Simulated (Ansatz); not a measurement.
# Molecular dynamics of WC

The input (input.yaml):

```yaml
accuracy: low
crystal:
  lattice:
    - [-2.974338, -5.151705, 0.0]
    - [4.461507, -2.575852, 0.0]
    - [0.0, 0.0, 5.842797]
  atoms:
    - { symbol: W, position: [0.75427782, 0.47214298, 0.01534241] }
    - { symbol: C, position: [0.52408156, 0.63915345, 0.26955582] }
    - { symbol: W, position: [0.78355073, 0.51548126, 0.50551588] }
    - { symbol: C, position: [0.42771005, 0.66250805, 0.72337712] }
    - { symbol: W, position: [0.50068518, -0.0177627, -0.00605121] }
    - { symbol: C, position: [0.22000219, 0.10526926, 0.27083557] }
    - { symbol: W, position: [0.48508629, -0.01544494, 0.48136878] }
    - { symbol: C, position: [0.25840984, 0.23738979, 0.81391581] }
    - { symbol: W, position: [0.27267673, 0.55827731, 0.01864259] }
    - { symbol: C, position: [0.00298519, 0.65421179, 0.23997031] }
    - { symbol: W, position: [0.22235258, 0.47135699, 0.48111604] }
    - { symbol: C, position: [0.00431801, 0.67009394, 0.75321667] }
    - { symbol: W, position: [0.00037142, 0.02094609, 0.00536054] }
    - { symbol: C, position: [0.72191995, 0.16397729, 0.2462198] }
    - { symbol: W, position: [-0.0126352, -0.00347891, 0.49538822] }
    - { symbol: C, position: [0.7431423, 0.17749412, 0.73367524] }
basis:
  ecutwfc: 500.0
kpoints:
  mp_grid: { grid: [3, 3, 3] }
hamiltonian:
  xc: r2scan
  pseudopotentials: { kind: paw, azcp: { folder: soft_1 } }
scf:
  occupations: { method: fermi_dirac, width: 0.24 }
  lower_state_search: "off"
md:
  timestep: 1
  n_steps: 230
  ensemble: nvt_langevin
  temperature: 1680.0
  initial_velocities: maxwell_boltzmann
  seed: 692048
  friction: 0.02
```

Launched with:

```bash
$ ansatz run input.yaml --threads 4 --pin off --max-ram 10240MiB --backend cpu --events-out ev --progress --plain --runs-dir out
```

It goes on from the last frame of an earlier run, with new velocities.

Output, in part (step lines):

```
md step     0: t =     0.00 fs  T =  1575.0 K  F+E_penalty+E_count = -85194.22354259 eV  E_kin = 3.257352 eV  (11 SCF iters)
md step     1: t =     1.00 fs  T =  1596.5 K  F+E_penalty+E_count = -85194.06426370 eV  E_kin = 3.301869 eV  (8 SCF iters)
md step     2: t =     2.00 fs  T =  1568.0 K  F+E_penalty+E_count = -85193.95695193 eV  E_kin = 3.242966 eV  (8 SCF iters)
md step     3: t =     3.00 fs  T =  1456.1 K  F+E_penalty+E_count = -85193.87826822 eV  E_kin = 3.011477 eV  (8 SCF iters)
md step     4: t =     4.00 fs  T =  1352.2 K  F+E_penalty+E_count = -85193.81191027 eV  E_kin = 2.796653 eV  (8 SCF iters)
md step     5: t =     5.00 fs  T =  1597.5 K  F+E_penalty+E_count = -85193.78019248 eV  E_kin = 3.303827 eV  (7 SCF iters)
md step     6: t =     6.00 fs  T =  1687.8 K  F+E_penalty+E_count = -85193.78288769 eV  E_kin = 3.490685 eV  (7 SCF iters)
md step     7: t =     7.00 fs  T =  1692.5 K  F+E_penalty+E_count = -85193.83286810 eV  E_kin = 3.500429 eV  (6 SCF iters)
[... lines left out ...]
md step   230: t =   230.00 fs  T =  1893.3 K  F+E_penalty+E_count = -85198.69299625 eV  E_kin = 3.915617 eV  (9 SCF iters)
```

The steps, from the saved trajectory:

| time (fs) | T (K) | potential energy less start (eV) |
| --- | --- | --- |
| 0 | 1575 | 0.000 |
| 7 | 1693 | 0.391 |
| 14 | 1924 | -0.508 |
| 21 | 2792 | -1.349 |
| 28 | 2923 | -1.914 |
| 35 | 2879 | -1.478 |
| 42 | 2469 | -0.700 |
| 49 | 2673 | -0.791 |
| 56 | 3141 | -1.499 |
| 63 | 2529 | -2.286 |
| 70 | 2199 | -3.073 |
| 77 | 1950 | -3.194 |
| 84 | 1795 | -3.083 |
| 91 | 1831 | -3.319 |
| 98 | 1897 | -3.392 |
| 105 | 2142 | -3.204 |
| 112 | 1794 | -3.896 |
| 119 | 1865 | -4.387 |
| 126 | 1391 | -4.516 |
| 133 | 1648 | -4.626 |
| 140 | 1799 | -4.297 |
| 147 | 1765 | -3.974 |
| 154 | 1261 | -3.968 |
| 161 | 1602 | -4.005 |
| 168 | 1204 | -4.006 |
| 175 | 1785 | -4.039 |
| 182 | 1616 | -4.110 |
| 189 | 1456 | -3.796 |
| 196 | 1467 | -3.783 |
| 203 | 1820 | -4.640 |
| 210 | 2034 | -4.885 |
| 217 | 1916 | -3.920 |
| 224 | 1457 | -4.055 |

All steps were run. A run of 0.23 ps of so small a system gives no equilibrium averages. Limits of this set-up: coarse k mesh, low accuracy level.

Mean squared displacements from the first frame to the last, about the centre of mass: W 0.04 Å², C 0.08 Å².

Last frame:

```xyz
16
Lattice="-2.9743 -5.1517 0.0000 4.4615 -2.5759 0.0000 0.0000 0.0000 5.8428" Properties=species:S:1:pos:R:3
W -0.306 -5.055 0.188
C 1.278 -4.032 1.633
W -0.161 -5.201 3.143
C 1.337 -4.132 4.575
W -1.696 -2.424 0.108
C -0.377 -1.434 1.663
W -1.709 -2.401 3.078
C -0.187 -1.681 4.632
W 1.274 -2.532 0.124
C 2.912 -1.595 1.581
W 1.274 -2.529 3.035
C 2.778 -1.746 4.521
W -0.203 0.098 0.029
C -1.840 -4.165 1.401
W -0.094 0.042 3.121
C -1.683 -4.392 4.591
```

Time of the run: 41 min on 4 threads of Arm Neoverse V2 (shared host), peak memory 1.2 GiB.
